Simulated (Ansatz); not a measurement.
# CH₃ClF₂Hf: a ladder of functionals and wavefunction methods

One table from this session's results is given with a row withheld; the runs are named, their logs left out.

Method: functionals in def2-TZVPP, the program's frozen cores in correlated methods; program: Ansatz 0.2.0, Gaussian basis.

The runs, in order: LDA (SPW92), PBE-D4, revPBE-D4, BLYP-D4, r2SCAN-D4, B97M-V, PBE0-D4, B3LYP-D4, r2SCANh-D4, r2SCAN0-D4, HSE06-D4, BHLYP-D4, CAM-B3LYP-D4, LC-ωPBE, ωB97X-V, ωB97M-V, B2PLYP, PBE-QIDH; CCSD(T)/def2-SVP; CCSD(T)/def2-TZVPP; MP2/def2-QZVPP; extrapolation to the limit; RPA on PBE.

### The relaxed structure

An earlier PBE0-D4 in a triple-zeta def2 set relaxation fixed the geometry. Hf takes the def2 core potential; no spin-orbit term is included.

8 atoms, charge 0, spin multiplicity 1.

Atoms are counted from 1 here; the program's logs count them from 0.

Bond lengths: C1–Hf2 2.193 Å, C1–H6 1.096 Å, C1–H7 1.096 Å, C1–H8 1.096 Å, Hf2–F3 1.895 Å, Hf2–F4 1.895 Å, Hf2–Cl5 2.347 Å. Angles: Hf2–C1–H6 111.1°, Hf2–C1–H7 111.4°, Hf2–C1–H8 111.1°, H6–C1–H7 107.7°, H6–C1–H8 107.7°, H7–C1–H8 107.7°, C1–Hf2–F3 105.5°, C1–Hf2–F4 105.5°, C1–Hf2–Cl5 106.8°, F3–Hf2–F4 111.6°, F3–Hf2–Cl5 113.3°, F4–Hf2–Cl5 113.4°.

Coordinates:

```
C    -0.9924   -0.2017    0.5662
Hf    0.8954    0.0916   -0.5098
F     2.2198   -0.7509    0.5518
F     0.6720   -0.7880   -2.1733
Cl    1.2052    2.4087   -0.7163
H    -0.9571    0.2639    1.5575
H    -1.2117   -1.2663    0.7052
H    -1.8311    0.2427    0.0186
```

The first run:

Contents of in.yaml:

```yaml
crystal:
  periodic: [false, false, false]
  atoms:
    - {symbol: C, position_ang: [-0.992356, -0.201725, 0.566197]}
    - {symbol: Hf, position_ang: [0.895378, 0.091642, -0.509800]}
    - {symbol: F, position_ang: [2.219760, -0.750937, 0.551773]}
    - {symbol: F, position_ang: [0.671975, -0.788006, -2.173287]}
    - {symbol: Cl, position_ang: [1.205172, 2.408744, -0.716282]}
    - {symbol: H, position_ang: [-0.957143, 0.263864, 1.557529]}
    - {symbol: H, position_ang: [-1.211742, -1.266310, 0.705235]}
    - {symbol: H, position_ang: [-1.831054, 0.242728, 0.018636]}
basis:
  gaussian: {orbitals: def2-TZVPP}
hamiltonian: {xc: lda}
output: {orbitals: {seedname: orbitals}}
```

Command:

```
$ ansatz run in.yaml --threads 2 --pin off --events-out ev --progress --plain --max-ram 32768MiB --backend cpu
```

Among the steps run: LDA; PBE-D4 (GGA); revPBE-D4 (GGA); BLYP-D4 (GGA); r2SCAN-D4 (meta-GGA); B97M-V (meta-GGA); PBE0-D4 (hybrid); B3LYP-D4 (hybrid); r2SCANh-D4 (hybrid); r2SCAN0-D4 (hybrid); HSE06-D4 (hybrid); BHLYP-D4 (hybrid); CAM-B3LYP-D4 (range-separated); LC-ωPBE (range-separated); ωB97X-V (range-separated); ωB97M-V (range-separated); B2PLYP (double hybrid); PBE-QIDH (double hybrid).

One of the session's tables, all rows but one given; the rest of the session is left out.

It belongs to the step «Orbital energies across the functionals». 

```
  functional  HOMO (eV)  gap (eV)
 LDA (SPW92)      -7.37      4.99
      PBE-D4      -7.20      5.11
   revPBE-D4      -7.13      5.15
     BLYP-D4      -7.06      5.09
   r2SCAN-D4      -7.49      5.64
      B97M-V      -7.54      5.74
     PBE0-D4      -8.55      7.35
    B3LYP-D4      -8.31      6.87
  r2SCANh-D4      -7.99      6.46
  r2SCAN0-D4      -8.75      7.70
    HSE06-D4      -8.15      6.57
    BHLYP-D4      -9.80      9.62
CAM-B3LYP-D4      -9.95      9.88
     LC-ωPBE          ?         ?
     ωB97X-V     -10.96     12.02
     ωB97M-V     -10.82     11.51
```

Estimate the missing values for LC-ωPBE.

As computed: HOMO (eV): -11.34; gap (eV): 12.52. In the column «HOMO (eV)» it is the lowest.
